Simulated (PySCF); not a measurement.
# H3PrS3 (Pr(SH)3): the cost of one run

The runs use PySCF 2.14.0; several levels, as the steps say, no spin–orbit coupling.

1 further run of the same task is left out (for a known fault of the program).

### 1 Where the work starts

7 atoms, charge 0, spin multiplicity 1.

Bond lengths: Pr1–S2 2.671 Å, Pr1–S4 2.671 Å, Pr1–S6 2.671 Å, S2–H3 1.354 Å, S4–H5 1.354 Å, S6–H7 1.354 Å. Angles: S2–Pr1–S4 119.8°, S2–Pr1–S6 119.8°, S4–Pr1–S6 119.8°, Pr1–S2–H3 95.5°, Pr1–S4–H5 95.5°, Pr1–S6–H7 95.5°.

Geometry (Å):

```mol
H3PrS3
  3D, bonds by distance, orders not assigned

  7  6  0  0  0  0  0  0  0  0999 V2000
   -0.0000    0.0000    0.8657 Pr  0  0
    2.6390   -0.3950    0.9914 S   0  0
    2.9658    0.9190    0.9999 H   0  0
   -0.9774    2.4829    0.9914 S   0  0
   -2.2788    2.1090    0.9999 H   0  0
   -1.6616   -2.0879    0.9914 S   0  0
   -0.6871   -3.0280    0.9999 H   0  0
  1  2  8  0
  1  4  8  0
  1  6  8  0
  2  3  8  0
  4  5  8  0
  6  7  8  0
M  END
```

Formal oxidation states: Pr +3. Each metal's 2 4f electrons lie in its core potential, so multiplicities, spins and levels count the valence alone. An earlier session relaxed this geometry at PBE0, Pr lcecp-1-SVP with ECP48, S def2-SVP, H def2-SVP (singlet, point group C3).

At PBE0 on the finer grid: E = -1228.610315 Eh, HOMO -7.26 eV, LUMO -2.42 eV, Mulliken charge on Pr1 +0.88 e, largest force component 0.017 eV/Å. 

Levels to run: wB97X; M06-L; PBE0, TZVP. Hardware: 2 threads of Arm Neoverse V1, shared host.

### 2 wB97X

run.py (the lines that set the calculation)

```python
mol = gto.M(atom='''
Pr     0.00000     0.00000     0.86572
S      2.63896    -0.39503     0.99139
H      2.96580     0.91897     0.99988
S     -0.97738     2.48292     0.99138
H     -2.27876     2.10898     0.99987
S     -1.66159    -2.08789     0.99138
H     -0.68705    -3.02795     0.99988''',
    basis={'Pr': 'lcecp-1-SVP', 'S': 'def2-SVP', 'H': 'def2-SVP'},
    ecp={'Pr': 'lcecp-1-SVP'},
    charge=0, spin=0)
mf = dft.RKS(mol, xc='WB97X')
mf.grids.atom_grid = (75, 302)  # f atoms: unpruned, at least (60, 302)
mf = mf.density_fit()  # fitting sets: Pr AutoAux, S def2-universal-JKFIT, H def2-universal-JKFIT
mf.conv_tol = 1e-08; mf.max_cycle = 55
mf.kernel(dm0)  # dm0: the density of the relaxed state
```

Run with:

```
$ OMP_NUM_THREADS=2 python run.py
```

**Question.** How long does this run take on 2 threads of Arm Neoverse V1, shared host?

About 15 s.
